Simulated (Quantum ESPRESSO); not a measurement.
**BN: zone-centre phonons and dielectric response under several settings**

```
B N
1.0
     2.50400    0.00000    0.00000
    -1.25200    2.16853    0.00000
     0.00000    0.00000    6.66000
B N
2 2
Direct
  0.33333 0.66667 0.25000
  0.66667 0.33333 0.75000
  0.33333 0.66667 0.75000
  0.66667 0.33333 0.25000
```

The cell was built by a generator and needn't be a form met in nature.

All runs used Quantum ESPRESSO 7.5; potentials PseudoDojo 0.4.1 SR PBE standard; given cell; no spin polarisation; cutoff 1143 eV; occupations smeared at first, fixed for the response.

| level | k mesh (s: shifted) | ε∞ (mean) | Born charge of atom 1 (e) | sum of the Born charges (e) |
| --- | --- | --- | --- | --- |
| PBE | 6 × 6 × 2 | 4.00 | 2.04 | -0.02 |
| PBE | 18 × 18 × 6 | ? | ? | ? |

Question: What stands in the row left open?

Answer: ε∞ 4.01; Born charge of atom 1 2.05 e; sum of the Born charges 0.00 e.

Caveats: some runs use coarse meshes; on a mesh that holds Γ this program's dielectric tensor can be off by some percent beyond the error of the mesh.

For the row left open. Caveat: on a mesh that holds Γ this program's dielectric tensor can be off by some percent beyond the error of the mesh.
